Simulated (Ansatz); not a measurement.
**CoPdO2 (database structure): how the settings move a single-point run**

Question: which choices in the input matter for CoPdO2 (database structure)?

Method: reference: DFT PBE, plane waves, PAW, scalar-relativistic, no spin polarisation, in Ansatz 0.2.0.

### 1 The system as given

It takes space group R-3m (No. 166, trigonal). Conventional cell: a = 2.826 Å, b = 2.826 Å, c = 17.761 Å, α = 90.00°, β = 90.00°, γ = 120.00°. Pd (site symmetry -3m) is surrounded by 2 O at 1.99 Å. Co (site symmetry -3m) is surrounded by 6 O at 1.90 Å. Around O (site symmetry 3m) lie 3 Co at 1.90 Å and 1 Pd at 1.99 Å.

Coordinates:

```
Pd Co O
1.0
     1.41305    2.44748    0.00000
    -1.41305    2.44748    0.00000
     0.00000   -1.63165    5.92042
Pd Co O
1 1 2
Direct
  0.00000 0.00000 0.00000
  0.50000 0.50000 0.50000
  0.11215 0.11215 0.33645
  0.88785 0.88785 0.66355
```

### 2 Baseline

input.yaml reads:

```yaml
crystal:
  lattice:
    - [1.413052, 2.447476, 0.0]
    - [-1.413052, 2.447476, 0.0]
    - [0.0, -1.63165, 5.920415]
  atoms:
    - { symbol: Pd, position: [0.0, 0.0, 0.0] }
    - { symbol: Co, position: [0.5, 0.5, 0.5] }
    - { symbol: O, position: [0.11215, 0.11215, 0.33645] }
    - { symbol: O, position: [0.88785, 0.88785, 0.66355] }
  symmetry: { tolerance: 0.0003 }
kpoints:
  mp_grid: { grid: [7, 7, 7], shift: [0, 0, 0] }
magnetization:
  spin_polarized: false
scf:
  occupations: { method: fermi_dirac }
hamiltonian:
  pseudopotentials: { kind: paw }
  xc: pbe
basis:
  ecutwfc: 420
output:
  forces: true
  stress: true
  eigenvalues: true
```

Command:

```sh
$ ansatz run input.yaml --threads 1 --pin off --max-ram 2560MiB --backend cpu --events-out ev --progress --plain --runs-dir out
```

### 3 Changing settings: lower_state_search full

Edit input.yaml of step 2 so:

```diff
@@ -17,2 +17,3 @@
   occupations: { method: fermi_dirac }
+  lower_state_search: full
 hamiltonian:
```

### 4 Variant: mp_grid.grid [6, 6, 6], occupations.method gaussian, occupations.width 0.001, pseudopotentials.source jth

Edit input.yaml of step 2 so:

```diff
@@ -12,3 +12,3 @@
 kpoints:
-  mp_grid: { grid: [7, 7, 7], shift: [0, 0, 0] }
+  mp_grid: { grid: [6, 6, 6], shift: [0, 0, 0] }
 magnetization:
@@ -16,5 +16,5 @@
 scf:
-  occupations: { method: fermi_dirac }
+  occupations: { method: gaussian, width: 0.001 }
 hamiltonian:
-  pseudopotentials: { kind: paw }
+  pseudopotentials: { kind: paw, source: jth }
   xc: pbe
@@ -26 +26,5 @@
   eigenvalues: true
+  write_density: true
+  write_potential: true
+  elf: true
+  volumetric_format: npy
```

### 5 Again, with mixing.algorithm msr1, mixing.beta 0.5, ecutrho_ratio 12

Edit input.yaml of step 2 so:

```diff
@@ -17,2 +17,3 @@
   occupations: { method: fermi_dirac }
+  mixing: { algorithm: msr1, beta: 0.5 }
 hamiltonian:
@@ -22,2 +23,3 @@
   ecutwfc: 420
+  ecutrho_ratio: 12
 output:
```

### 6 A further run, with the input changed

Edit input.yaml of step 2 so:

```diff
@@ -17,2 +17,4 @@
   occupations: { method: fermi_dirac }
+  mixing: { algorithm: anderson, beta: 0.005, ndim: 1 }
+  max_iter: 100
 hamiltonian:
```

(Steps that only read results are left out.)

Q: Predict the outcome of this session. Wanted: for each run, ending; energy change; pressure; gap; force.

The runs gave:

| run | ending | energy change | pressure (GPa) | gap (eV) | force (eV/Å) | cycles | time |
| --- | --- | --- | --- | --- | --- | --- | --- |
| reference | converged | 0 | 6.8 | 0.00 | 0.18 | 8 | 2.4 s |
| 1: lower_state_search full | converged | 0.0 meV/atom | 6.8 | 0.00 | 0.18 | 14 | 3.6 min |
| 2: mp_grid.grid [6, 6, 6], occupations.method gaussian, occupations.width 0.001, pseudopotentials.source jth | converged | not comparable | 5.4 | 0.00 | 0.11 | 9 | 2.7 s |
| 3: mixing.algorithm msr1, mixing.beta 0.5, ecutrho_ratio 12 | converged | 0.0 meV/atom | 6.8 | 0.00 | 0.18 | 8 | 3 s |
| 4: mixing.algorithm anderson, mixing.beta 0.005, mixing.ndim 1 | converged | 0.0 meV/atom | 6.8 | 0.00 | 0.18 | 35 | 17 s |

Times don't compare one to one where runs were asked for different outputs or read a saved state (see the inputs); cycles may leave out searches for a lower state.

Residual by cycle in the longest SCF loop of each run; runs are numbered as in the table. The quantity is the density residual dr2, in eV.

| cycle | reference | run 1 | run 2 | run 3 | run 4 |
| --- | --- | --- | --- | --- | --- |
| 1 | 0.116 | 0.116 | 6.99 | 0.116 | 0.116 |
| 4 | 4.8e-4 | 4.8e-4 | 0.00604 | 5.4e-4 | 0.104 |
| 7 | 6.5e-7 | 6.5e-7 | 1.5e-6 | 9.2e-6 | 0.0944 |
| 10 | - | - | - | - | 0.0858 |
| 13 | - | - | - | - | 0.0781 |
| 16 | - | - | - | - | 0.0714 |
| 20 | - | - | - | - | 0.0635 |
| 23 | - | - | - | - | 0.0583 |
| 26 | - | - | - | - | 0.0537 |
| 29 | - | - | - | - | 0.0496 |
| 32 | - | - | - | - | 1.8e-4 |
| 35 | - | - | - | - | 1.5e-8 |

**Reading.** Of the converged runs whose energies compare with the reference's, none moves it noticeably. Run 2 ran under the cutoff that the potentials recommend, as the log warns, so basis error is mixed into its values, and swamps them where the cutoff is far short. The reference leaves spin out although Co can carry a moment, so its state need not be the lowest.

Caveats on the reference run: its mesh is coarse for a cell with so small a gap or none.
